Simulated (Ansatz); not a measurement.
# CH4BOS: rigid scan of one bond length

How does the energy of CH4BOS change as one bond is stretched? A script is to give a rigid scan of one bond length; the system is CH4BOS. SMILES: CO[B]S.

All numbers are computed with Ansatz 0.2.0 through its Python package. Level of theory: MP2/6-31G*.

## Step 1: The structure

Bond lengths: C1–O2 1.340 Å, O2–B3 1.449 Å, B3–S4 1.870 Å, C1–H5 1.139 Å, C1–H6 1.155 Å, C1–H7 1.134 Å, S4–H8 1.434 Å. Angles: C1–O2–B3 107.8°, O2–C1–H5 111.6°, O2–C1–H6 115.2°, O2–C1–H7 113.5°, H5–C1–H6 104.1°, H5–C1–H7 105.6°, H6–C1–H7 105.9°, O2–B3–S4 123.2°, B3–S4–H8 90.4°.

No structure file is read: the coordinates are typed or built in the script.

## Step 2: The script

ch4bos_scan.py reads:

```python
"""Stretching a bond of CH4BOS, the rest held rigid."""

import warnings

import ansatz as az
import numpy as np

GEOMETRY = """
C    -0.44300   -0.04910   -0.98870
O     0.52620   -0.87720   -0.57670
B     1.29640   -0.18730    0.43860
S     0.96470   -0.36380    2.27050
H    -1.08440   -0.52650   -1.80020
H    -0.07820    0.93890   -1.46280
H    -1.16420    0.24800   -0.16540
H     0.07460    0.76000    2.22900
"""


def main() -> None:
    warnings.simplefilter("ignore", az.DeckWarning)

    molecule = az.Crystal.molecule()
    for line in GEOMETRY.strip().splitlines():
        symbol, *xyz = line.split()
        molecule = molecule.atom(symbol, [float(v) for v in xyz])

    symbols = [site.symbol for site in molecule.cartesian_sites]
    start = np.array([site.position_ang for site in molecule.cartesian_sites])
    axis = (start[5] - start[0]) / np.linalg.norm(start[5] - start[0])
    moving = [5]
    lengths, energies = [1.016, 1.063, 1.109, 1.155, 1.201, 1.247, 1.294, 1.363], []
    for length in lengths:
        xyz = start.copy()
        xyz[moving] += (length - np.linalg.norm(start[5] - start[0])) * axis
        point = az.Crystal.molecule()
        for symbol, place in zip(symbols, xyz):
            point = point.atom(symbol, place.tolist())
        base = (
            point.calculation()
            .basis(gaussian="6-31G*")
            .correlation("mp2")
            .spin("collinear", total=1)
        )
        rep = base.run(threads=1).report
        energies.append(rep["free_energy_ev"])
        print(f"r = {length:6.3f} A  E = {energies[-1]:.5f} eV  <S^2> = {abs(rep['mean_field']['state']['spin_squared']):.3f}")

    # quartic fit about the minimum
    fit = np.polynomial.Polynomial.fit(lengths, np.array(energies) - min(energies), 4).convert()
    roots = [r.real for r in fit.deriv().roots() if abs(r.imag) < 1e-9 and fit.deriv(2)(r.real) > 0]
    r_e = min(roots, key=lambda r: abs(r - lengths[int(np.argmin(energies))]))
    print(f"minimum of the fit at {r_e:.4f} A, force constant {fit.deriv(2)(r_e):.2f} eV/A^2")


if __name__ == "__main__":
    main()
```

## Step 3: What the engine is handed

The package turns the script's settings into the engine's input (first run):

```yaml
crystal:
  periodic: [false, false, false]
  atoms:
    - { symbol: C, position_ang: [-0.443, -0.0491, -0.9887] }
    - { symbol: O, position_ang: [0.5262, -0.8772, -0.5767] }
    - { symbol: B, position_ang: [1.2964, -0.1873, 0.4386] }
    - { symbol: S, position_ang: [0.9647, -0.3638, 2.2705] }
    - { symbol: H, position_ang: [-1.0844, -0.5265, -1.8002] }
    - { symbol: H, position_ang: [-0.12209859105442462, 0.8200079825609333, -1.4057486786762536] }
    - { symbol: H, position_ang: [-1.1642, 0.248, -0.1654] }
    - { symbol: H, position_ang: [0.0746, 0.76, 2.229] }
basis:
  gaussian:
    orbitals: "6-31G*"
magnetization:
  spin_polarized: true
  initial_magnetization: 1.0
correlation:
  method: mp2
```

## Step 4: Launch

The run is started by

```sh
> python ch4bos_scan.py
```

Output:

```text
r =  1.016 A  E = -14631.03509 eV  <S^2> = 0.755
r =  1.063 A  E = -14631.14962 eV  <S^2> = 0.755
r =  1.109 A  E = -14631.17444 eV  <S^2> = 0.755
r =  1.155 A  E = -14631.13338 eV  <S^2> = 0.755
r =  1.201 A  E = -14631.04241 eV  <S^2> = 0.755
r =  1.247 A  E = -14630.91410 eV  <S^2> = 0.755
r =  1.294 A  E = -14630.75475 eV  <S^2> = 0.755
r =  1.363 A  E = -14630.48589 eV  <S^2> = 0.755
minimum of the fit at 1.1016 A, force constant 32.58 eV/A^2
```

Run time: 10 s. Hardware: 1 thread of Arm Neoverse V1, shared host; peak memory 0.21 GiB.

## Step 5: Inputs of later runs

The engine's inputs for some of the other runs:

Run 3, against run 1:

```diff
@@ -9 +9 @@
-    - { symbol: H, position_ang: [-0.12209859105442462, 0.8200079825609333, -1.4057486786762536] }
+    - { symbol: H, position_ang: [-0.09272474161354027, 0.8995621581299951, -1.443923410090517] }
```

Run 5, against run 1:

```diff
@@ -9 +9 @@
-    - { symbol: H, position_ang: [-0.12209859105442462, 0.8200079825609333, -1.4057486786762536] }
+    - { symbol: H, position_ang: [-0.06366674001610625, 0.9782609124563789, -1.4816876605218314] }
```

Run 6, against run 1:

```diff
@@ -9 +9 @@
-    - { symbol: H, position_ang: [-0.12209859105442462, 0.8200079825609333, -1.4057486786762536] }
+    - { symbol: H, position_ang: [-0.049137739217389245, 1.0176102896195707, -1.5005697857374884] }
```

## Step 6: What each run gave

From the records of these 8 runs:

| run | distance (Å) | energy from run 3 (eV) | <S²> | iterations in all | CPU time (s) |
| --- | --- | --- | --- | --- | --- |
| 1 | 1.02 | 0.1394 | 0.76 | 15 | 1.1 |
| 2 | 1.06 | 0.0248 | 0.76 | 15 | 1.1 |
| 3 | 1.11 | 0.0000 | 0.76 | 15 | 1.1 |
| 4 | 1.16 | 0.0411 | 0.76 | 15 | 1.2 |
| 5 | 1.20 | 0.1320 | 0.76 | 15 | 1.2 |
| 6 | 1.25 | 0.2603 | 0.76 | 15 | 1.1 |
| 7 | 1.29 | 0.4197 | 0.76 | 15 | 1.4 |
| 8 | 1.36 | 0.6886 | 0.76 | 15 | 1.2 |

## Step 7: What came out

| quantity | value |
| --- | --- |
| bond length at the fit's minimum | 1.1016 Å |
| runs compared | 8 |
| range of energy | 0.689 eV |
| lowest point, distance (Å) | 1.11 |

What this shows: The curve has its lowest point inside the range, at 1.11. The ends stand 0.139 and 0.689 eV above it. The distance scanned is the script's pair 0, 5. The rest of the molecule is held rigid at a force-field or estimated start geometry, and the basis set is modest; single-reference methods fail as a bond breaks. The species is open-shell (spin multiplicity 2).
